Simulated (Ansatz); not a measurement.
# Sn: the cost of one run

Computed with Ansatz 0.2.0 (DFT r2SCAN, scalar-relativistic, plane waves, PAW, unless a step's input says otherwise).

3 further runs of the same task are left out: 3 set aside as unsound or not needed. Runs told in other sessions of the task aren't counted.

## (1) The starting structure

Symmetry: Im-3m, No. 229, cubic system. The conventional cell has a = 3.783 Å, b = 3.783 Å, c = 3.783 Å, α = 90.00°, β = 90.00°, γ = 90.00°. Sn (site symmetry m-3m) has 8 Sn at 3.28 Å in its first shell of neighbours.

Coordinates:

```
CELL_PARAMETERS angstrom
-1.89129 1.89129 1.89129
1.89129 -1.89129 1.89129
3.78257 3.78257 0.00000
ATOMIC_POSITIONS crystal
Sn 0.00000 0.00000 0.00000
Sn 0.50000 0.50000 0.50000
```

It goes back to an entry of the Materials Project, which need not be the stable form.

It is built from the cell relaxed beforehand with the same method (27.06 Å³/atom).

## (2) The undisturbed cell

The input, input.yaml:

```yaml
crystal:
  lattice:
    - [-1.8912857998, 1.8912857998, 1.8912857998]
    - [1.8912857998, -1.8912857998, 1.8912857998]
    - [3.7825715996, 3.7825715996, 0.0]
  atoms:
    - { symbol: Sn, position: [0.0, 0.0, 0.0] }
    - { symbol: Sn, position: [0.5, 0.5, 0.5] }
basis:
  ecutwfc: 500
kpoints:
  mp_grid: { grid: [20, 20, 12] }
hamiltonian:
  xc: r2scan
scf:
  occupations: { method: gaussian, width: 0.15 }
output:
  forces: true
  stress: true
  eigenvalues: true
  write_density: true
  write_potential: true
  elf: true
  volumetric_format: npy
```

Run with:

```
ansatz run input.yaml --threads 2 --pin off --max-ram 5120MiB --backend cpu --events-out ev --progress --plain --runs-dir out
```

**Question.** How long does this run take on 2 threads of Intel Xeon Platinum 8375C at 2.90GHz (Ice Lake), shared host, and how much memory does it need?

About 44 s, with a peak of 1.1 GiB.
